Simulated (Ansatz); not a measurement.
Runs of Ansatz 0.2.0 on GaSb3. Symmetry: Fm-3m, No. 225, cubic system. The conventional cell has a = 7.461 Å, b = 7.461 Å, c = 7.461 Å, α = 90.00°, β = 90.00°, γ = 90.00°. Sb (site symmetry m-3m) is surrounded by 8 Sb at 3.23 Å. Sb (site symmetry -43m) is surrounded by 4 Sb at 3.23 Å and 4 Ga at 3.23 Å. Ga (site symmetry m-3m) is surrounded by 8 Sb at 3.23 Å. The cell comes from a database or a generator and needn't be the stable form of this composition.

```tsv
task	level	cutoff (eV)	points for each segment of the path	gap on the mesh (eV)	pressure (GPa)	V0 of scaled cells (Å³/atom)	B0 (GPa)
band structure	PBE	420	14	none	-0.5	-	-
band structure	LDA	420	14	none	(b)	-	-
band structure	r2SCAN	500	14	none	-1.5	-	-
equation of state	PBE	420	-	-	-	(a)	49
equation of state	r2SCAN	500	-	-	-	25.20	54
```

Alike in all rows: potentials or basis Ansatz PAW; no spin polarisation; cell as given; k mesh 6 × 6 × 6; smearing fermi-dirac 0.05 eV.

Q: Fill in the values left out.

A: (a) 25.67; (b) -4.5.

Caveats: spin-orbit coupling is left out, which moves the levels of the heavy elements (some runs); the PAW data sets come from PBE, with cores solved anew for the run's functional, which leaves a small shift of forces and pressure (some runs); the PAW data sets were made with another functional, which shifts forces and pressure a little (some runs).

A k mesh can miss the band edges, and the runs leave out spin-orbit coupling on Ga, Sb.

A gap of «none» marks a metal or a gap under the smearing width.
